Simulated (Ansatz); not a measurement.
# Al₂FHSe: up Jacob's ladder to CCSD(T)

One table from this session's results is given with a row withheld; the runs are named, their logs left out.

Method: functionals in def2-TZVPP, the program's frozen cores in correlated methods; program: Ansatz 0.2.0, Gaussian basis.

Plan: LDA (SPW92), PBE-D4, revPBE-D4, BLYP-D4, r2SCAN-D4, B97M-V, PBE0-D4, B3LYP-D4, r2SCANh-D4, r2SCAN0-D4, HSE06-D4, BHLYP-D4, CAM-B3LYP-D4, LC-ωPBE, ωB97X-V, ωB97M-V, B2PLYP, PBE-QIDH; CCSD(T)/def2-SVP; CCSD(T)/def2-TZVPP; MP2/def2-QZVPP; extrapolation to the limit; RPA on PBE.

### The geometry

All runs share one geometry, relaxed beforehand with PBE0-D4 in a triple-zeta def2 set.

SMILES `[F][Al]1[AlH][Se]1`, 5 atoms, charge 0, spin multiplicity 1.

Atoms are counted from 1 here; the program's logs count them from 0.

Bond lengths: F1–Al2 1.644 Å, Al2–Al3 2.392 Å, Al2–Se4 2.341 Å, Al3–Se4 2.358 Å, Al3–H5 1.580 Å. Angles: F1–Al2–Al3 170.1°, F1–Al2–Se4 130.2°, Al3–Al2–Se4 59.8°, Al2–Al3–Se4 59.0°, Al2–Al3–H5 169.7°, Se4–Al3–H5 131.2°, Al2–Se4–Al3 61.2°.

Geometry (Å):

```
F    -1.3121   -2.1879    1.2942
Al   -0.5135   -0.9443    0.5734
Al    0.9544    0.7742   -0.2110
Se   -1.1808    0.4730   -1.1658
H     2.1018    1.8114   -0.5323
```

The first run:

Input file in.yaml:

```yaml
crystal:
  periodic: [false, false, false]
  atoms:
    - {symbol: F, position_ang: [-1.312107, -2.187915, 1.294243]}
    - {symbol: Al, position_ang: [-0.513486, -0.944339, 0.573429]}
    - {symbol: Al, position_ang: [0.954405, 0.774237, -0.211011]}
    - {symbol: Se, position_ang: [-1.180813, 0.472971, -1.165779]}
    - {symbol: H, position_ang: [2.101802, 1.811445, -0.532281]}
basis:
  gaussian: {orbitals: def2-TZVPP}
hamiltonian: {xc: lda}
output: {orbitals: {seedname: orbitals}}
```

Run with:

```sh
$ ansatz run in.yaml --threads 2 --pin off --events-out ev --progress --plain --max-ram 4352MiB
```

Among the steps run: LDA; PBE-D4 (GGA); revPBE-D4 (GGA); BLYP-D4 (GGA); r2SCAN-D4 (meta-GGA); B97M-V (meta-GGA); PBE0-D4 (hybrid); B3LYP-D4 (hybrid); r2SCANh-D4 (hybrid); r2SCAN0-D4 (hybrid); HSE06-D4 (hybrid); BHLYP-D4 (hybrid); CAM-B3LYP-D4 (range-separated); LC-ωPBE (range-separated); ωB97X-V (range-separated); ωB97M-V (range-separated); B2PLYP (double hybrid); PBE-QIDH (double hybrid).

One table of the session follows, with a row left open; its other results are not shown here.

It belongs to the step «Orbital energies across the functionals». 

```
  functional  HOMO (eV)  LUMO (eV)  gap (eV)
 LDA (SPW92)      -5.62      -3.24      2.38
      PBE-D4      -5.49      -3.05      2.44
   revPBE-D4      -5.44      -2.97      2.47
     BLYP-D4      -5.32      -2.86      2.46
   r2SCAN-D4          ?          ?         ?
      B97M-V      -5.65      -2.95      2.69
     PBE0-D4      -6.41      -2.37      4.04
    B3LYP-D4      -6.22      -2.48      3.74
  r2SCANh-D4      -6.00      -2.68      3.32
  r2SCAN0-D4      -6.52      -2.30      4.21
    HSE06-D4      -6.03      -2.73      3.29
    BHLYP-D4      -7.20      -1.54      5.65
CAM-B3LYP-D4      -7.54      -1.35      6.18
     LC-ωPBE      -8.72      -0.43      8.28
     ωB97X-V      -8.44      -0.47      7.97
     ωB97M-V      -8.24      -0.63      7.61
```

Estimate the missing values for r2SCAN-D4.

Worked estimate for «HOMO (eV)». Against the share of exact exchange, r2SCANh-D4 (0.1, -6.00), r2SCAN0-D4 (0.25, -6.52) give a slope of -3.47 per unit share; at 0 the line stands at -5.65.

As computed: HOMO (eV): -5.66; LUMO (eV): -2.93; gap (eV): 2.73. In «HOMO (eV)» the line misses by +0.01.
